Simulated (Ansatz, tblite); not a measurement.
# GaMe2(acac) (C₇H₁₃GaO₂): a ladder of methods and basis sets

The task here is to estimate one member of a computed series from the others.

Program: Ansatz 0.2.0, Gaussian basis. Level of theory: as each input shows. These are calculated values, not measurements.

Plan: GFN1-xTB, GFN2-xTB, PBE-D4/def2-TZVP, r2SCAN-D4/def2-TZVP, HSE06-D4/def2-TZVP, r2SCAN0-D4/def2-TZVP, ωB97X-V/def2-TZVP, PBE-D4/def2-SVP, PBE0-D4/def2-SVP, HF/STO-3G, HF/6-31G, B3LYP-D4/6-31G, CCSD(T)/def2-TZVP, RPA/def2-TZVP.

### The structure

The singlet was relaxed beforehand with r2SCAN-D4/def2-SVP.

23 atoms, charge 0, spin multiplicity 1.

Bond lengths: Ga1–C2 1.961 Å, Ga1–C6 1.960 Å, Ga1–O10 1.963 Å, Ga1–O16 1.964 Å, C2–H3 1.102 Å, C2–H4 1.102 Å, C2–H5 1.102 Å, C6–H7 1.101 Å, C6–H8 1.102 Å, C6–H9 1.102 Å, O10–C11 1.277 Å, C11–C12 1.502 Å, C11–C13 1.409 Å, C12–H17 1.097 Å, C12–H18 1.102 Å, C12–H19 1.102 Å, C13–C14 1.409 Å, C13–H20 1.091 Å and more. Angles: C2–Ga1–C6 131.5°, C2–Ga1–O10 106.7°, C2–Ga1–O16 106.2°, C6–Ga1–O10 106.4°, C6–Ga1–O16 106.9°, O10–Ga1–O16 92.0°, Ga1–C2–H3 110.2°, Ga1–C2–H4 111.8°, Ga1–C2–H5 111.2°, H3–C2–H4 108.0°, H3–C2–H5 107.9°, H4–C2–H5 107.6°, Ga1–C6–H7 110.2°, Ga1–C6–H8 111.8°, Ga1–C6–H9 111.1°, H7–C6–H8 108.0°, H7–C6–H9 107.9°, H8–C6–H9 107.6° and more.

As a file:

```
Ga    1.3157   -0.0130    0.9118
C     0.9242   -0.0275    2.8328
H    -0.1622    0.0452    3.0001
H     1.4062    0.8149    3.3541
H     1.2785   -0.9580    3.3048
C     3.0132   -0.0109   -0.0681
H     2.8283   -0.0968   -1.1506
H     3.6612   -0.8489    0.2346
H     3.5718    0.9226    0.1076
O     0.2175    1.4106    0.1232
C    -0.8290    1.2560   -0.5921
C    -1.4840    2.5294   -1.0467
C    -1.3803    0.0133   -0.9617
C    -0.8488   -1.2400   -0.5989
C    -1.5236   -2.5003   -1.0614
O     0.1966   -1.4153    0.1132
H    -2.3812    2.3568   -1.6543
H    -1.7460    3.1328   -0.1630
H    -0.7549    3.1200   -1.6240
H    -2.2808    0.0222   -1.5774
H    -2.3965   -2.3101   -1.6985
H    -1.8323   -3.0838   -0.1792
H    -0.7935   -3.1193   -1.6064
```

PBE0-D4/def2-TZVP was run before; its log isn't repeated, and its numbers join the tables.

The first run:

Tight binding, by tblite at 300 K electronic temperature and without a spin-polarisation term:

```python
tblite.interface.Calculator('GFN1-xTB', numbers, positions, charge=0, uhf=0).singlepoint()
```

Tight binding, by tblite at 300 K electronic temperature and without a spin-polarisation term:

```python
tblite.interface.Calculator('GFN2-xTB', numbers, positions, charge=0, uhf=0).singlepoint()
```

start.molden holds the orbitals of an earlier run on this state, given as this run's starting guess.

Input file in.yaml:

```yaml
crystal:
  periodic: [false, false, false]
  atoms:
    - {symbol: Ga, position_ang: [1.315687, -0.013043, 0.911789]}
    - {symbol: C, position_ang: [0.924151, -0.027505, 2.832833]}
    - {symbol: H, position_ang: [-0.162180, 0.045227, 3.000106]}
    - {symbol: H, position_ang: [1.406204, 0.814919, 3.354105]}
    - {symbol: H, position_ang: [1.278542, -0.958049, 3.304849]}
    - {symbol: C, position_ang: [3.013203, -0.010920, -0.068143]}
    - {symbol: H, position_ang: [2.828265, -0.096754, -1.150579]}
    - {symbol: H, position_ang: [3.661179, -0.848886, 0.234608]}
    - {symbol: H, position_ang: [3.571813, 0.922582, 0.107614]}
    - {symbol: O, position_ang: [0.217545, 1.410644, 0.123215]}
    - {symbol: C, position_ang: [-0.829016, 1.255964, -0.592074]}
    - {symbol: C, position_ang: [-1.484015, 2.529422, -1.046680]}
    - {symbol: C, position_ang: [-1.380284, 0.013333, -0.961745]}
    - {symbol: C, position_ang: [-0.848805, -1.239997, -0.598897]}
    - {symbol: C, position_ang: [-1.523577, -2.500254, -1.061445]}
    - {symbol: O, position_ang: [0.196612, -1.415251, 0.113159]}
    - {symbol: H, position_ang: [-2.381246, 2.356823, -1.654255]}
    - {symbol: H, position_ang: [-1.745989, 3.132785, -0.162974]}
    - {symbol: H, position_ang: [-0.754911, 3.120045, -1.623985]}
    - {symbol: H, position_ang: [-2.280809, 0.022152, -1.577395]}
    - {symbol: H, position_ang: [-2.396520, -2.310112, -1.698462]}
    - {symbol: H, position_ang: [-1.832299, -3.083826, -0.179220]}
    - {symbol: H, position_ang: [-0.793532, -3.119270, -1.606417]}
basis:
  gaussian: {orbitals: def2-TZVP, fitting: {mean_field: def2-universal-jkfit}, initial_orbitals: start.molden}
hamiltonian: {xc: pbe, dispersion: d4}
scf: {omitted_lower_state_checks: [starts]}
output: {orbitals: {seedname: orbitals}}
```

On the command line:

```bash
$ ansatz run in.yaml --threads 2 --pin off --events-out ev --progress --plain --max-ram 22528MiB --backend cuda --devices 0, --max-vram 18GiB
```

Among the steps run: PBE-D4/def2-TZVP; r2SCAN-D4/def2-TZVP; HSE06-D4/def2-TZVP; r2SCAN0-D4/def2-TZVP; ωB97X-V/def2-TZVP; PBE-D4/def2-SVP; PBE0-D4/def2-SVP; HF/STO-3G; HF/6-31G; B3LYP-D4/6-31G; CCSD(T)/def2-TZVP; RPA/def2-TZVP.

One table of the session follows, with a row left open; its other results are not shown here.

It belongs to the step «Binding energy». 

```
              method  binding an atom (eV)
            HF/6-31G                     ?
        HF/def2-TZVP                 3.151
     PBE-D4/def2-SVP                 4.444
    PBE-D4/def2-TZVP                 4.393
 r2SCAN-D4/def2-TZVP                 4.311
      B3LYP-D4/6-31G                 4.228
    PBE0-D4/def2-SVP                 4.367
   PBE0-D4/def2-TZVP                 4.314
r2SCAN0-D4/def2-TZVP                 4.244
  HSE06-D4/def2-TZVP                 4.317
   ωB97X-V/def2-TZVP                 4.290
       MP2/def2-TZVP                 4.227
      CCSD/def2-TZVP                 4.085
   CCSD(T)/def2-TZVP                 4.152
```

Estimate the missing values for HF/6-31G.

The run gave: binding an atom (eV): 3.010. In the column «binding an atom (eV)» it is the lowest.

Limits of these values: Free atoms were run apart at each level; binding is atoms less cluster, divided by the number of atoms, without zero-point or spin-orbit terms.
